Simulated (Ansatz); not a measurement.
# ZrB2: a line through a two-coordinate scan

Method: DFT PBEsol, scalar-relativistic, plane waves, PAW, in Ansatz 0.2.0.

### Step 1. The system as given

It takes space group P6/mmm (No. 191, hexagonal). Conventional cell: a = 3.155 Å, b = 3.155 Å, c = 3.507 Å, α = 90.00°, β = 90.00°, γ = 120.00°. Around Zr (site symmetry 6/mmm) lie 12 B at 2.53 Å. B (site symmetry -6m2) is surrounded by 3 B at 1.82 Å and 6 Zr at 2.53 Å.

Coordinates:

```cif
data_structure
_symmetry_space_group_name_H-M 'P 1'
_symmetry_Int_Tables_number 1
_cell_length_a 3.1548
_cell_length_b 3.1548
_cell_length_c 3.5067
_cell_angle_alpha 90.000
_cell_angle_beta 90.000
_cell_angle_gamma 120.000
_cell_volume 30.23
loop_
_atom_site_label
_atom_site_type_symbol
_atom_site_fract_x
_atom_site_fract_y
_atom_site_fract_z
_atom_site_occupancy
Zr1 Zr 0.00000 0.00000 0.00000 1
B1 B 0.33333 0.66667 0.50000 1
B2 B 0.66667 0.33333 0.50000 1
```

This cell was relaxed beforehand with the same method: volume 10.08 Å³/atom, gap on the mesh none (metal).

### Step 2. What is varied

The energy is mapped over volume and the cell's shape.

- volume per atom: 7 values from 8.866 to 11.285 Å³
- c/a of the conventional cell: 7 values from 0.927 to 1.333

Nothing else is relaxed (symmetry fixes all fractional coordinates). Energies count from the relaxed crystal. Points are written as (first, second).

### Step 3. Point (10.479 Å³, 0.927)

input.yaml

```yaml
crystal:
  lattice:
    - [3.3963000839, 0.0, 0.0]
    - [-1.698150042, 2.9412821515, 0.0]
    - [0.0, 0.0, 3.1470116577]
  atoms:
    - { symbol: Zr, position: [0.0, 0.0, 0.0] }
    - { symbol: B, position: [0.3333333333, 0.6666666667, 0.5] }
    - { symbol: B, position: [0.6666666667, 0.3333333333, 0.5] }
basis:
  ecutwfc: 520.0
kpoints:
  mp_grid: { grid: [18, 18, 12] }
hamiltonian:
  xc: pbesol
scf:
  occupations: { method: gaussian, width: 0.15 }
output:
  forces: true
  stress: true
  eigenvalues: true
  write_density: true
  write_potential: true
  elf: true
  volumetric_format: npy
```

Started as:

```
ansatz run input.yaml --threads 1 --pin off --max-ram 2048MiB --backend cpu --events-out ev --progress --plain --runs-dir out
```

What time and memory should one allow on 1 thread of Arm Neoverse V1, shared host?

About 11 s, with a peak of 0.4 GiB.
